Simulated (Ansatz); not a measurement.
# C2H8InNO: how energies converge with the basis set

One table from this session's results is given with a row withheld; the runs are named, their logs left out.

Method: one geometry, several basis sets; program: Ansatz 0.2.0, Gaussian basis.

Levels to be run: PBE0-D4/def2-SVP; ωB97M-V/def2-SVP; PBE0-D4/def2-QZVPP; ωB97M-V/def2-QZVPP; the functionals' def2-TZVPP values are taken from earlier runs.

**The geometry**

All runs share one geometry, relaxed beforehand with PBE0-D4 in a triple-zeta def2 set. In takes the def2 core potential; no spin-orbit term is included.

SMILES `C[N](C)[InH][OH]`, 13 atoms, charge 0, spin multiplicity 1.

Atoms are counted from 1 here; the program's logs count them from 0.

Bond lengths: C1–N2 1.440 Å, C1–H6 1.101 Å, C1–H7 1.101 Å, C1–H8 1.092 Å, N2–C3 1.437 Å, N2–In4 1.999 Å, C3–H9 1.102 Å, C3–H10 1.102 Å, C3–H11 1.093 Å, In4–O5 1.992 Å, In4–H12 1.698 Å, O5–H13 0.959 Å. Angles: N2–C1–H6 111.5°, N2–C1–H7 111.5°, N2–C1–H8 110.8°, H6–C1–H7 107.0°, H6–C1–H8 107.9°, H7–C1–H8 107.9°, C1–N2–C3 113.4°, C1–N2–In4 121.7°, C3–N2–In4 124.9°, N2–C3–H9 111.8°, N2–C3–H10 111.8°, N2–C3–H11 111.3°, H9–C3–H10 106.8°, H9–C3–H11 107.4°, H10–C3–H11 107.4°, N2–In4–O5 106.0°, N2–In4–H12 129.1°, O5–In4–H12 125.0° and more.

Set-up of the first run:

The input, in.yaml:

```yaml
crystal:
  periodic: [false, false, false]
  atoms:
    - {symbol: C, position_ang: [-0.313999, 0.283520, 1.370144]}
    - {symbol: N, position_ang: [0.196765, -0.249108, 0.133643]}
    - {symbol: C, position_ang: [1.093629, -1.356228, 0.317789]}
    - {symbol: In, position_ang: [-0.326269, 0.518776, -1.636412]}
    - {symbol: O, position_ang: [-1.579291, 2.014540, -1.236486]}
    - {symbol: H, position_ang: [-0.869120, -0.478453, 1.939338]}
    - {symbol: H, position_ang: [0.498252, 0.642648, 2.021270]}
    - {symbol: H, position_ang: [-0.989086, 1.120609, 1.182753]}
    - {symbol: H, position_ang: [0.605591, -2.195362, 0.838474]}
    - {symbol: H, position_ang: [1.971832, -1.075055, 0.920394]}
    - {symbol: H, position_ang: [1.460911, -1.734095, -0.639948]}
    - {symbol: H, position_ang: [0.155749, 0.043042, -3.193362]}
    - {symbol: H, position_ang: [-1.904974, 2.465157, -2.017597]}
basis:
  gaussian: {orbitals: def2-SVP}
hamiltonian: {xc: pbe0, dispersion: d4}
output: {orbitals: {seedname: orbitals}}
```

Run with:

```
> ansatz run in.yaml --threads 2 --pin off --events-out ev --progress --plain --max-ram 31744MiB --backend cpu
```

Steps of the session up to this table: PBE0-D4 in def2-SVP; ωB97M-V in def2-SVP; PBE0-D4 in def2-QZVPP; ωB97M-V in def2-QZVPP.

One table of the session follows, with a row left open; its other results are not shown here.

It belongs to the step «Functionals by basis». 

| functional | basis | HOMO (eV) |
| --- | --- | --- |
| PBE0-D4 | def2-SVP | -5.83 |
| PBE0-D4 | def2-TZVPP | -5.96 |
| PBE0-D4 | def2-QZVPP | -5.99 |
| ωB97M-V | def2-SVP | ? |
| ωB97M-V | def2-TZVPP | -8.23 |
| ωB97M-V | def2-QZVPP | -8.26 |

**Question.** Estimate the row for ωB97M-V, def2-SVP.

**Answer.** HOMO (eV): -8.08. In the column «HOMO (eV)» it lies between ωB97M-V, def2-TZVPP (-8.23) and PBE0-D4, def2-QZVPP (-5.99).
